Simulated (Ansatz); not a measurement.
# AlClFH4P: the cost of one run

Program: Ansatz 0.2.0. Level of theory: RKS CAM-B3LYP/def2-SVP. These are calculated values, not measurements.

## (1) The structure to begin with

Bond lengths: Al1–F3 1.690 Å, Al1–Cl4 2.230 Å, Al1–P5 2.580 Å, P5–H6 1.420 Å, P5–H7 1.420 Å. Angles: F3–Al1–Cl4 120.0°, F3–Al1–P5 105.6°, Cl4–Al1–P5 92.7°, Al1–P5–H6 109.5°, Al1–P5–H7 109.5°, H6–P5–H7 109.4°.

Coordinates:

```xyz
8

Al    0.0000    0.0000    0.0000
H     0.0000    0.0000    1.9100
F     1.4635    0.0000   -0.8450
Cl   -1.9312    0.0000   -1.1150
P    -0.3304   -2.4260    0.8135
H    -0.8976   -3.2031   -0.2309
H     0.9248   -2.9767    1.1843
H    -0.1319   -0.9683    1.9650
```

## (2) Pulling towards end A

Springs on the bonds that form and break draw the guess towards this end; the thresholds are loose.

File input.yaml:

```yaml
crystal:
  periodic: [false, false, false]
  atoms:
    - { symbol: Al, position_ang: [0.0, 0.0, 0.0] }
    - { symbol: H, position_ang: [0.0, 0.0, 1.91] }
    - { symbol: F, position_ang: [1.4635, 0.0, -0.845] }
    - { symbol: Cl, position_ang: [-1.9312, 0.0, -1.115] }
    - { symbol: P, position_ang: [-0.3304, -2.426, 0.8135] }
    - { symbol: H, position_ang: [-0.8976, -3.2031, -0.2309] }
    - { symbol: H, position_ang: [0.9248, -2.9767, 1.1843] }
    - { symbol: H, position_ang: [-0.1319, -0.9683, 1.965] }
basis:
  gaussian: { orbitals: def2-SVP }
hamiltonian:
  xc: cam_b3lyp
relax:
  f_tol: 0.15
  max_steps: 25
  restrain:
    - { distance: [0, 4], at: 3.48, k: 30.0 }
    - { distance: [7, 1], at: 1.86, k: 30.0 }
    - { distance: [0, 1], at: 1.56, k: 30.0 }
    - { distance: [7, 4], at: 1.42, k: 30.0 }
```

Run with:

```
> ansatz run input.yaml --threads 2 --pin off --max-ram 3072MiB --backend cpu --events-out ev --progress --plain --runs-dir out
```

What time and memory should one allow on 2 threads of AMD EPYC, shared host?

About 92 s, with a peak of 0.22 GiB.
